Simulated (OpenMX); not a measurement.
Runs of OpenMX 3.8.5 on NbTe. Symmetry: P-6m2, No. 187, hexagonal system. Conventional cell: a = 3.703 Å, b = 3.703 Å, c = 3.694 Å, α = 90.00°, β = 90.00°, γ = 120.00°. Te (site symmetry -6m2) is surrounded by 6 Nb at 2.83 Å. Nb (site symmetry -6m2) has 6 Te at 2.83 Å as nearest neighbours. The cell comes from a database or a generator and needn't be the stable form of this composition.

| level | gap on the mesh (eV) | pressure (GPa) | largest force (eV/Å) |
| --- | --- | --- | --- |
| PBE+D4 | none | -0.8 | 0.01 |
| PBE+D3(BJ) | none | (a) | 0.01 |
| PBE+D3 | none | -1.0 | 0.01 |
| PBE | none | 2.5 | 0.01 |

Alike in all rows: task single point; potentials or basis OpenMX 2013 PBE set, Te7.0-s3p2d2f1, Nb7.0-s3p2d2, grid cutoff 500 Ry; no spin polarisation; cell as given; k mesh 7 × 7 × 5; smearing fermi-dirac 0.05 eV.

Estimate the missing entries.

(a) -2.3.

Caveats: the basis of atomic orbitals isn't converged, which shifts pressures, moduli and gaps; pairwise dispersion overbinds metals, which lowers pressure and volume (some runs).

A k mesh can miss the band edges, and the runs leave out spin-orbit coupling on Nb, Te.

A gap of «none» marks a metal or a gap under the smearing width.
